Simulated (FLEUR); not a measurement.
# NbRu3C: single point with PBEsol

NbRu3C:

```
CELL_PARAMETERS angstrom
4.06514 0.00000 0.00000
0.00000 4.06514 0.00000
0.00000 0.00000 4.06514
ATOMIC_POSITIONS crystal
Ru 0.50000 0.50000 0.00000
Ru 0.50000 0.00000 0.50000
Ru 0.00000 0.50000 0.50000
Nb 0.00000 0.00000 0.00000
C 0.50000 0.50000 0.50000
```

The cell comes from a database or a generator and needn't be the stable form of this composition.

- Program: FLEUR MaX-R8.1 (later development tree)
- Task: single point
- Functional: PBEsol
- Potentials or basis: all-electron
- Basis: FLAPW
- Kmax: 5.29 1/bohr
- k mesh: 7 × 7 × 7
- Occupations: fermi-dirac, width 0.05 eV
- Spin: no spin polarisation
- Gmax: 16.4 1/bohr
- Muffin-tin radii: Ru 2.09, Nb 2.55, C 1.36 bohr
- lmax: Ru 9, Nb 10, C 8
- lnonsphr: Ru 9, Nb 10, C 8
- Local orbitals a species: Ru 5, Nb 5, C 3
- Max iterations: 60
- Mixing factor: 0.05
- Mixer: Anderson
- Mixer history: 15
- Density convergence: 1e-05 me/bohr^3

- Band gap on the k mesh: none (metal or under the smearing width)
- Valence electrons inside the program's atomic spheres: Ru 13.28; Nb 10.92; C 2.01 (radii Ru 2.09, Nb 2.55, C 1.36 bohr)

Levels at points of the mesh, in eV from the Fermi level:
```tsv
k point	band 28	band 29	band 30	band 31	band 32	band 33	band 34	band 35	band 36	band 37
(0.00, 0.00, 0.00)	-2.56	-2.56	-1.39	-1.39	0.62	0.65	0.65	0.65	1.84	1.84
```

Core levels (eV from the Fermi level):
```tsv
atom	levels
1 Ru	1s1/2 -21910.2, 2s1/2 -3147.4, 2p1/2 -2908.5, 2p3/2 -2777.7, 3s1/2 -551.6, 3p1/2 -458.9, 3p3/2 -436.7, 3d3/2 -272.6, 3d5/2 -268.3
2 Ru	1s1/2 -21910.2, 2s1/2 -3147.4, 2p1/2 -2908.5, 2p3/2 -2777.7, 3s1/2 -551.6, 3p1/2 -458.9, 3p3/2 -436.7, 3d3/2 -272.6, 3d5/2 -268.3
3 Ru	1s1/2 -21910.2, 2s1/2 -3147.4, 2p1/2 -2908.5, 2p3/2 -2777.7, 3s1/2 -551.6, 3p1/2 -458.9, 3p3/2 -436.7, 3d3/2 -272.6, 3d5/2 -268.3
4 Nb	1s1/2 -18785.7, 2s1/2 -2625.7, 2p1/2 -2409.9, 2p3/2 -2314.2, 3s1/2 -436.1, 3p1/2 -354.9, 3p3/2 -339.4, 3d3/2 -195.8, 3d5/2 -192.9
5 C	1s1/2 -265.9
```

It took 9.1 min on 1 thread of Arm Neoverse V1, on a shared host, peak memory 0.13 GiB.
